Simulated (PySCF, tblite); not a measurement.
# BGeH5O3, a small molecule taken as a stand-in for a surface group (oxygen-backed Ge): NMR shifts, core binding energies and electronic excitations

Aim: the NMR shifts, core binding energies and electronic excitations of `[BH2][Ge]([OH])([OH])[OH]`.

Programs: tblite 0.8.0 and PySCF 2.14.0. All values are calculated, for the isolated system unless a continuum is named. Atoms count from 0, parts from 1.

## 1. Starting point

10 atoms, charge 0, multiplicity 1; geometry: distance geometry start.

## 2. Relaxing the cluster with GFN2-xTB

What the job is given:

```
{"job": {"kind": "relax", "xc": "GFN2-xTB", "basis": "xTB"}, "charge": 0, "multiplicity": 1}
O     -0.176829     1.831402    -0.763476
Ge    -0.271144     0.233705    -0.004557
O     -0.683795     0.427094     1.720079
O     -1.564746    -0.827395    -0.692262
B      1.473645    -0.766955    -0.090839
H      0.287428     2.443049    -0.141455
H     -0.869613    -0.485562     2.051215
H     -2.004585    -0.425313    -1.455340
H      2.361943    -0.508556    -0.878223
H      1.434333    -1.911430     0.247601
```

Level: GFN2-xTB geometry optimisation, gas phase.

On the command line:

```console
OMP_NUM_THREADS=1 python cluster_run.py task.json out
```

The driver reads the jobs from task.json and runs them one after another.

**Question.** The jobs that follow are: PBE0-D3(BJ)/def2-SVP geometry optimisation, gas phase; GIAO PBE0/pcSseg-2 NMR shielding, non-relativistic, gas phase; delta-SCF UKS SCAN, pcX-2 on the ionised atom, pcseg-1 elsewhere, spin-free X2C; TDDFT CAM-B3LYP/def2-SVPD, vertical, gas phase, core orbitals frozen in the response. Predict: point group; rotational constants (main isotopes); 1H shifts against TMS (PBE0/pcSseg-2); 17O shifts against H2O (PBE0/pcSseg-2); 73Ge shifts against GeMe4 (PBE0/pcSseg-2); 11B shifts against BF3·OEt2 (PBE0/pcSseg-2); surface potential, 1st and 99th percentile; O1s binding energies, SCAN/pcX-2; lowest singlet (CAM-B3LYP/def2-SVPD); brightest single state of those computed; lowest triplet; vertical ionisation energy (ΔSCF); vertical electron affinity (ΔSCF).

**Answer**, as computed:

| quantity | value |
| --- | --- |
| point group | C1 |
| rotational constants (main isotopes) | 3.60, 3.21, 3.11 GHz |
| 1H shifts against TMS (PBE0/pcSseg-2) | 9.81, 9.69, 1.23, 1.10, 0.82 ppm |
| 17O shifts against H2O (PBE0/pcSseg-2) | 63.2, 59.5, 49.2 ppm |
| 73Ge shifts against GeMe4 (PBE0/pcSseg-2) | 10 ppm |
| 11B shifts against BF3·OEt2 (PBE0/pcSseg-2) | 113.5 ppm |
| surface potential, 1st and 99th percentile | -1.41 V and 2.40 V |
| O1s binding energies, SCAN/pcX-2 | O0 538.10, O2 538.06, O3 537.99 eV |
| lowest singlet (CAM-B3LYP/def2-SVPD) | 4.24 eV (293 nm), f = 0.006 |
| brightest single state of those computed | state 3, 5.79 eV, f = 0.011 |
| lowest triplet | 3.48 eV |
| vertical ionisation energy (ΔSCF) | 10.79 eV |
| vertical electron affinity (ΔSCF) | 0.96 eV |

In words: The optimisation took 8 steps and gained 0.160 eV; among the close pairs (by a distance rule), B4–H8 changed most, from 1.151 to 1.204 Å (PBE0/def2-SVP). At PBE0/pcSseg-2: Shielding is most anisotropic at B4 (span 251 ppm, paramagnetic term -204 ppm). By nearest atom (PBE0/pcSseg-2), the HOMO sits on B4 21 %; O0, O2, O3 about 17 % each and the LUMO on B4 59 %; H8, H9 about 13 % each. The O1s levels kept as sound span 0.10 eV, from O3 (oxygen bonded to Ge, H) up to O0 (oxygen bonded to Ge, H). The first singlet state (HOMO→LUMO 0.88) lies at 4.24 eV and is weak; of the 6 states computed, the strongest absorption comes from state 3 at 5.79 eV. The lowest triplet lies 0.75 eV below the lowest singlet (triplets in Tamm-Dancoff, singlets in full TDDFT). ΔSCF puts the ionisation energy at 10.79 eV, 0.92 eV above −ε(HOMO). Spin-orbit coupling is left out, which matters for shieldings and couplings at and beside the heavy atoms.
